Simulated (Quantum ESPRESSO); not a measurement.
A run of Quantum ESPRESSO 7.5:

Contents of pw.in:

```
&CONTROL
  calculation = 'relax'
  prefix = 'pwscf'
  outdir = './tmp'
  pseudo_dir = './pseudo'
  tprnfor = .true.
  disk_io = 'low'
  nstep = 30
  forc_conv_thr = 0.002
  etot_conv_thr = 0.0001
  tefield = .true.
  dipfield = .true.
  max_seconds = 471
/
&SYSTEM
  ibrav = 0
  celldm(1) = 8
  nat = 3
  ntyp = 2
  ecutwfc = 40
  ecutrho = 200
  nbnd = 9
  input_dft = 'rpbe'
  occupations = 'smearing'
  smearing = 'mp'
  degauss = 0.00734986
  vdw_corr = 'grimme-d3'
  dftd3_version = 3
  edir = 3
  emaxpos = 0.1661
  eopreg = 0.0461
  eamp = 0
/
&ELECTRONS
  conv_thr = 6d-08
  electron_maxstep = 150
  mixing_beta = 0.3
  mixing_mode = 'local-TF'
  tqr = .true.
/
&IONS
  upscale = 10
  ion_dynamics = 'bfgs'
/
ATOMIC_SPECIES
O     15.9990 o_pbe_v1.2.uspp.F.UPF
H      1.0080 h_pbe_v1.4.uspp.F.UPF
CELL_PARAMETERS alat
  1.6705187476876  -0.0000000000000   0.0000000000000
 -0.8352593738320   1.4467116729784   0.0000000000000
  0.0000000000000   0.0000000000000   5.1189471961152
ATOMIC_POSITIONS crystal
O      0.6661721800    0.8332190400    0.6752353400
H      0.5402904400    0.7644303100    0.7030028100
H      0.7921133000    0.8999591300    0.7030156400
K_POINTS automatic
2 2 1 0 0 0
```

Potentials or basis: GBRV 1.5 PBE.

Command:

```console
$ OMP_NUM_THREADS=1 mpirun -n 4 pw.x -in pw.in > pw.out
```

Hardware: 4 MPI ranks on Intel(R) Xeon(R) Platinum 8488C (Sapphire Rapids) (shared host).

Question: How long does it take, and how much memory?

Answer: It took 16 s on 4 MPI ranks on Intel(R) Xeon(R) Platinum 8488C (Sapphire Rapids) (shared host), peak memory 0.6 GiB a rank. Counts: scf iterations 17, k pools 1, bands 9, ion steps 1, k points 4, g dense 302195.
